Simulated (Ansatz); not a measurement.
# Al started on a Sn site and H started at a bond centre in zincblende SnC, 17 atoms, charge 0, part 2 of 2

Ansatz 0.2.0, PAW.

### 6 Run again with dispersion D3(BJ)

in.yaml

```yaml
crystal:
  lattice:
    - [10.067962, 0.000000, 0.000000]
    - [0.000000, 5.033981, 0.000000]
    - [0.000000, 0.000000, 5.033981]
  atoms:
    - { symbol: Sn, position: [0.003662, 0.003140, 0.000774] }
    - { symbol: Sn, position: [0.491885, 0.987235, 0.971772] }
    - { symbol: Sn, position: [0.255066, 0.467073, 0.007945] }
    - { symbol: Sn, position: [0.750964, 0.505577, 0.997248] }
    - { symbol: Sn, position: [0.256295, 0.034207, 0.505394] }
    - { symbol: Sn, position: [0.740036, 0.988960, 0.512713] }
    - { symbol: Sn, position: [0.981756, 0.522481, 0.524604] }
    - { symbol: C, position: [0.116570, 0.272013, 0.261819] }
    - { symbol: C, position: [0.628941, 0.237121, 0.234256] }
    - { symbol: C, position: [0.375035, 0.747067, 0.246117] }
    - { symbol: C, position: [0.899164, 0.741681, 0.245175] }
    - { symbol: C, position: [0.373482, 0.251763, 0.740503] }
    - { symbol: C, position: [0.874436, 0.247048, 0.739953] }
    - { symbol: C, position: [0.119436, 0.772098, 0.771323] }
    - { symbol: C, position: [0.620968, 0.762169, 0.744141] }
    - { symbol: Al, position: [0.494866, 0.497420, 0.506051] }
    - { symbol: H, position: [0.570733, 0.404971, 0.390404] }
kpoints:
  mp_grid: { grid: [2, 2, 2], shift: [0.5, 0.5, 0.5] }
hamiltonian:
  xc: pbesol
  dispersion: d3bj
scf:
  occupations: { method: fermi_dirac, width: 0.01 }
  max_iter: 70
output:
  forces: true
  eigenvalues: true
  stress: true
```

Run with:

```
ansatz run in.yaml --threads 8 --pin off --max-ram 13300MiB --runs-dir r --events-out ev --progress --plain
```

Log, cut to the lines that bear on the results:

```text
Pseudopotentials: kind: paw
Functional definition: PBEsol
[...]
Crystal: 17 atoms, lattice volume = 255.132 Å³
Basis set: ecut = 420 eV, 5013 PW (Γ), exchange–correlation on 144×72×72 points (8 copies of the dense FFT grid, shifted against one another)
Bands: 84, of which v1, the nominal top of the filled ones, is band 67 counted from 1 (66 counted from 0)
Symmetry: 1 space group operations
Space group: P1 (ITA 1), of the structure as read, at distance tolerance 6.3e-5 Å
k-points: 4 of 8 (time reversal used)
[...]
SCF iter   1: F=—  HF=-44146.980961 eV  |F-HF|=—  |Δ(HF+E_count)|=         —  Δρ=1.34e-2  dr2=1.07e0  ethr=1.77e-3  ⟨swp⟩=7.0  Hψ=1409  notcnv=0  defer=1
[...]
SCF iter   7: F=-44146.715195 eV  HF=-44146.715195 eV  |F-HF|=6.41e-9  |Δ(HF+E_count)|=   6.26e-8  Δρ=3.52e-6  dr2=2.71e-8  ethr=7.46e-11  ⟨swp⟩=13.8  Hψ=1332  notcnv=0
[...]
SCF converged after 7 iterations
Free energy (F): -44146.715195 eV
[...]
E sigma→0 (E₀):  -44146.715195 eV
Fermi energy:    11.058413 eV
[...]
--- Forces (eV/Å), atoms counted from 1 ---
  atom   1  Sn    -0.16376596     1.82183921     1.13257119
  atom   2  Sn    -0.62126128     0.16673084     1.73409868
  atom   3  Sn    -1.36825263     2.99456634     0.20834056
  atom   4  Sn     0.68558151     0.35418188    -0.06672088
  atom   5  Sn    -2.64442723    -3.13829025    -1.77363550
  atom   6  Sn     2.50599548     0.72110789    -1.70626756
  atom   7  Sn     3.96224350    -1.00844221     0.47517121
  atom   8  C      0.19250725    -0.58926024     0.39886412
[...]
--- Stress (GPa, compression-positive) ---
        3.627935      -3.663792      -6.539938
       -3.663815       0.262704       1.284079
       -6.539912       1.284064       3.547917
  P = ⅓ Tr σ = 2.4795 GPa (24.795 kbar)
--- Band table (eV) ---
[...]
```

Run time: 2.4 s. Hardware: 8 threads of Intel Xeon Platinum 8259CL at 2.50GHz, shared host; peak memory 0.77 GiB.

Against the first run: forces by 0.007 eV/Å rms; pressure -2.56 GPa; frontier spacing 1.73 eV (base 1.73). Total energies of different functionals, charges or dispersion terms don't compare.

### 7 Changed settings: density threshold 0.01 eV, at most 4 cycles

Changes to in.yaml since step 6:

```diff
@@ -27,6 +27,6 @@
   xc: pbesol
-  dispersion: d3bj
 scf:
   occupations: { method: fermi_dirac, width: 0.01 }
-  max_iter: 70
+  max_iter: 4
+  convergence: { dr2_threshold: 1e-02 }
 output:
```

Run with:

```
ansatz run in.yaml --threads 8 --pin off --max-ram 13300MiB --runs-dir r --events-out ev --progress --plain
```

Log, cut to the lines that bear on the results:

```text
[... 2 set-up lines as earlier in the session ...]
[...]
Crystal: 17 atoms, lattice volume = 255.132 Å³
Basis set: ecut = 420 eV, 5013 PW (Γ), exchange–correlation on 144×72×72 points (8 copies of the dense FFT grid, shifted against one another)
Bands: 84, of which v1, the nominal top of the filled ones, is band 67 counted from 1 (66 counted from 0)
[... 2 set-up lines as earlier in the session ...]
k-points: 4 of 8 (time reversal used)
[...]
SCF iter   1: F=—  HF=-44142.864042 eV  |F-HF|=—  |Δ(HF+E_count)|=         —  Δρ=1.34e-2  dr2=1.07e0  ethr=1.77e-3  ⟨swp⟩=7.0  Hψ=1409  notcnv=0  defer=1
[...]
SCF iter   4: F=-44142.598109 eV  HF=-44142.598222 eV  |F-HF|=1.13e-4  |Δ(HF+E_count)|=   1.10e-3  Δρ=2.28e-4  dr2=1.58e-4  ethr=3.14e-6  ⟨swp⟩=7.8  Hψ=1528  notcnv=0
[...]
SCF converged after 4 iterations
Free energy (F): -44142.598109 eV
[...]
E sigma→0 (E₀):  -44142.598109 eV
Fermi energy:    11.058533 eV
[...]
--- Forces (eV/Å), atoms counted from 1 ---
  atom   1  Sn    -0.16308434     1.82216838     1.13385674
  atom   2  Sn    -0.62503548     0.16692408     1.73576911
  atom   3  Sn    -1.37807055     3.00935816     0.20183545
  atom   4  Sn     0.69176015     0.35890107    -0.06479901
  atom   5  Sn    -2.65065775    -3.15053662    -1.77112624
  atom   6  Sn     2.52250988     0.71225865    -1.71736707
  atom   7  Sn     3.97080381    -1.00706995     0.47597314
  atom   8  C      0.19198753    -0.58924607     0.40017405
[...]
--- Stress (GPa, compression-positive) ---
        6.174447      -3.653250      -6.544313
       -3.653298       2.813662       1.278907
       -6.544297       1.278873       6.104065
  P = ⅓ Tr σ = 5.0307 GPa (50.307 kbar)
--- Band table (eV) ---
[...]
```

It took 3.3 s on 8 threads of Intel Xeon Platinum 8259CL at 2.50GHz, shared host; peak memory 0.78 GiB.

Change from the base: energy 0.0 meV/atom; forces by 0.001 eV/Å rms; pressure -0.01 GPa; frontier spacing 1.73 eV (base 1.73). These settings lie under the recommended ones, though here the change is small.

### 8 Outcome

This closing draws on all 2 parts.

| settings | status | cycles | time | energy from base (meV/atom) | forces from base (eV/Å rms) | filled to empty level on the mesh (eV) |
| --- | --- | --- | --- | --- | --- | --- |
| base | converged | 7 | 3.2 s (8 CPU threads) | 0 | 0 | 1.73 |
| smearing width 2.0 eV, xc grid 2 | converged, settings too loose | 9 | 5.4 s (8 CPU threads) | +363.6 | 0.688 | - |
| smearing width 0.1 eV, mixing beta 1.0 | converged | 9 | 2.7 s (8 CPU threads) | 0.0 | 0.000 | 1.73 |
| cutoff 120 eV | converged, settings too loose | 10 | 1.2 s (8 CPU threads) | +53084.9 | 1.517 | 0.59 |
| dispersion D3(BJ) | converged | 7 | 2.4 s (8 CPU threads) | - | 0.007 | 1.73 |
| density threshold 0.01 eV, at most 4 cycles | converged, settings too loose | 4 | 3.3 s (8 CPU threads) | 0.0 | 0.001 | 1.73 |

**Reading.** Among these variants the forces move most with cutoff 120 eV (1.517 eV/Å rms) and least with smearing width 0.1 eV, mixing beta 1.0 (0.000).
